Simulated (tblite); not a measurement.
# C2H13F3O6Si5: the cost of one run

Computed with tblite 0.8.0 (tight binding) and PySCF 2.14.0 (DFT, with response routines of our own); each step states its level. Atoms count from 0 throughout.

### 1 The molecule as given

29 atoms, charge 0, multiplicity 1; geometry from: MMFF94s geometry.

Bonds of the start (Å): C0–H16 1.10, C0–H17 1.09, C0–H18 1.10, C0–Si1 1.86, C13–H25 1.10, C13–H26 1.09, C13–H27 1.10, O11–Si12 1.65, O14–H28 0.98, O3–Si4 1.64, O5–Si6 1.65, O7–Si8 1.65, O9–H24 0.97, Si12–C13 1.83, Si12–F15 1.61, Si12–O14 1.65, Si1–F2 1.59, Si1–O11 1.66, Si1–O3 1.65, Si4–H19 1.48, Si4–H20 1.49, Si4–O5 1.64, Si6–H21 1.48, Si6–H22 1.47 and more.

### 2 GFN2-xTB relaxation, conformer 1

The job: settings as JSON, then the geometry in Å.

```
{"job": {"xc": "GFN2-xTB", "basis": "xTB", "kind": "relax"}, "charge": 0, "multiplicity": 1}
C     -0.170100     2.368500     1.003600
Si    -1.249000     1.582500    -0.298800
F     -2.718100     2.155600    -0.089500
O     -0.763000     1.966200    -1.829400
Si     0.314900     1.451700    -2.950600
O      1.818000     1.256600    -2.316900
Si     2.767800     0.041400    -1.728800
O      2.326100    -0.327000    -0.178200
Si     2.467500    -1.611400     0.847400
O      2.077200    -1.127900     2.384000
F      1.344900    -2.686400     0.422100
O     -1.354200    -0.067000    -0.126900
Si    -1.733100    -1.154600     1.057400
C     -3.404900    -0.959800     1.769200
O     -1.433900    -2.668900     0.465600
F     -0.644500    -0.935300     2.228200
H     -0.556100     2.167200     2.013200
H      0.849100     1.998800     0.952100
H     -0.153300     3.460800     0.881900
H     -0.134600     0.176600    -3.543500
H      0.384600     2.472200    -4.031700
H      4.181600     0.472400    -1.726100
H      2.637100    -1.148900    -2.575000
H      3.807600    -2.210800     0.791600
H      1.126600    -1.010900     2.535100
H     -3.597800    -1.696100     2.567900
H     -4.185100    -1.087700     1.014000
H     -3.541100     0.035800     2.214800
H     -0.484100    -2.885400     0.347300
```

On the command line:

```
OMP_NUM_THREADS=1 python ens_run.py task.json out
```

The driver reads the study from task.json and runs its stages one after another.

Q: Estimate the wall time of this first job on 1 thread of Arm Neoverse V2, shared host.

About 9.3 s.
